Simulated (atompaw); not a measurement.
# A PAW (atompaw) potential for Mo, from input to tests

Do these settings give a usable potential? It is generated, then checked for scattering, ghosts and hardness.

Program: atompaw 4.2.0.5. Reference atom: LDA (PW92), scalar-relativistic, spherical and spin-unpolarised. All values are calculated.

### Step 1. The design

Typed settings, in words:

| Property | Result |
| --- | --- |
| element | molybdenum (Mo, Z = 42) |
| type | PAW |
| frozen core | [Ar] 3d10 4s2 |
| valence charge | 12 |
| reference configuration | 4p6 4d5 5s0 5p0 (charge +1) |
| partial waves | 5s (bound, empty); 5s channel at 1.5 Ry; 4p (bound); 5p (bound, empty); 4d (bound); 4d channel at -0.45 Ry; 4f channel at 0.15 Ry |
| local potential | troulliermartins scheme with l = 4 at 1 Ry, radius 2.25 bohr |
| core correction | smooth core density matched at 1.60 bohr |
| augmentation charge | sinc compensation charge, radius 2.35 bohr; PAW radius 2.35 bohr; waves and projectors: bloechl |

The nodes and maxima of the atom's own shells, from an earlier all-electron run, set the scale for the radii.

All-electron outer shells of the reference configuration (LDA (PW92), scalar-relativistic, ld1.x):

```
shell  level (eV)  outermost node (bohr)  outermost maximum (bohr)
   3d     -228.07                      –                      0.32
   4s      -71.27                   0.51                      0.99
   4p      -45.46                   0.52                      1.06
   4d      -10.66                   0.53                      1.38
   5s      -10.14                   1.34                      2.79
   5p       -6.07                   1.53                      3.49
```

### Step 2. The generation run

Mo.input reads:

```
Mo 42
LDA-PW scalarrelativistic loggrid 1500 logderivrange -5 5 251
5 5 4 0 0 0
5 0 0
5 1 0
4 2 5
0 0 0
c
c
c
c
v
c
c
v
v
c
v
3
2.35 2.35 2.25 1.60
y
1.5
n
n
y
-0.45
n
y
0.15
n
bloechl sinc
4 1 troulliermartins
PWSCFOUT
UPFDX 0.0125d0 UPFXMIN -7.d0 UPFZMESH 42.d0
END
```

On the command line:

```sh
$ atompaw < Mo.input > Mo.log
```

Before running it: what results should come out? Wanted: cutoffs for 10 and 1 mRy, occupied levels; bound ghosts; largest phase difference near zero energy, channels read; lowest eigenvalue of the overlap; share of valence orbitals outside the PAW sphere; UPF file.

As calculated:

| quantity | value |
| --- | --- |
| cutoffs for 10 and 1 mRy, occupied levels | 30 Ry and 45 Ry |
| bound ghosts | s at -44.63 eV |
| largest phase difference near zero energy, channels read | 0.073 rad |
| lowest eigenvalue of the overlap (Bessel basis) | 0.006 (d) |
| share of valence orbitals outside the PAW sphere | 5s 79 %, 4p 2 %, 5p 91 %, 4d 25 % |
| UPF file | written |

**Reading.** A bound ghost (s) makes it unfit for use: electrons can fall into a state that the atom doesn't have. The overlap operator is nearly singular (0.006). The potential is soft on the atom at that tolerance: the looser tolerance needs 30 Ry. Of the channels read, d scatters worst near zero energy, by up to 0.07 rad. The pseudo curves have poles with no partner nearby in the atom's: s at -3.23 Ry, d at 1.45 Ry. At positive energy that is a spurious or a displaced resonance.
